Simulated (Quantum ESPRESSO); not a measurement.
MoSe: zone-centre phonons under several settings

```
Mo Se
1.0
     3.50023    0.00000    0.00000
     0.00000    3.50023    0.00000
     0.00000    0.00000    3.50023
Mo Se
1 1
Cartesian
  0.0000 0.0000 0.0000
  1.7501 1.7501 1.7501
```

The cell was built by a generator and needn't be a form met in nature.

All runs used Quantum ESPRESSO 7.5; k mesh 6 × 6 × 6, shifted; given cell, atoms relaxed; no spin polarisation; occupations fermi-dirac, width 0.05 eV.

```csv
level,potentials,cutoff (eV),pressure (GPa),lowest optical mode without the field (cm⁻¹)
PBE,GBRV 1.5 PBE,612,-26.8,121i
PBE,JTH 2.0 PBE,707,-26.5,121i
PBE,SG15 PBE 1.2,952,-26.6,120i
PBE,SSSP 1.3 efficiency PBE,816,?,?
PBE,SPMS 1.0 PBE,952,-26.5,121i
PBE,Ansatz NC SR PBE,1170,-26.5,121i
PBE,PseudoDojo 0.4.1 SR PBE standard,1170,-26.4,121i
```

Q: What stands in the row left open?

A: Pressure -26.6 GPa; lowest optical mode without the field 121i cm⁻¹.

Values marked i are imaginary: the cell is unstable against those modes at that level, or the meshes are too thin.

Caveats: the mesh is thin for the phonons of a metal; some modes are imaginary; the cell is more than 3 GPa from zero pressure, which shifts response properties.

For the row left open. Caveat: the k mesh is coarse; the mesh is thin for the phonons of a metal; some modes are imaginary; the cell is more than 3 GPa from zero pressure, which shifts response properties.

The runs don't all hold the same shells in valence.
